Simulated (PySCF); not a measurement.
# C9H12: the cost of one run

Computed with PySCF 2.14.0 and routines of our own; the level stands in each step. Atoms count from 0.

## 1. The starting structure

21 atoms, charge 0, multiplicity 1; geometry from: GFN2-xTB.

## 2. Magnetic properties: GIAO B97-2/pcSseg-1

Job settings and geometry (Å):

```
{"job": {"kind": "mag", "xc": "B97-2", "basis": "pcSseg-1", "isotopologues": 0}, "charge": 0, "multiplicity": 1}
C     -1.685493     1.388355     1.658647
C     -0.931129     0.988787     0.820416
C      0.002982     0.503291    -0.190345
C      0.815260     1.698379    -0.721411
C     -0.764480    -0.174270    -1.342506
C     -1.635770    -1.333916    -0.876287
C      0.928897    -0.445550     0.465899
C      1.503736    -1.604396     0.584801
C      1.928820    -0.562601     1.580383
H     -2.352886     1.740634     2.387451
H      1.523967     1.362463    -1.475781
H      0.149358     2.434419    -1.166552
H      1.363218     2.170617     0.090834
H     -0.037235    -0.532979    -2.074569
H     -1.392781     0.577956    -1.826057
H     -2.175791    -1.758304    -1.719681
H     -2.357343    -0.992072    -0.137360
H     -1.026987    -2.113871    -0.426745
H      1.649208    -2.610215     0.277702
H      1.582573    -0.627125     2.606980
H      2.902955    -0.092660     1.483707
```

Level: GIAO B97-2/pcSseg-1 magnetisability, rotational g tensor and spin-rotation constants, non-relativistic, gas phase.

On the command line:

```bash
> OMP_NUM_THREADS=1 python excited_run.py task.json out
```

One launch serves the whole session: the jobs run in the order shown.

Q: Estimate the wall time and peak memory of this first job on 1 thread of Arm Neoverse N1, shared host.

About 84 s, with a peak of 1 GiB.
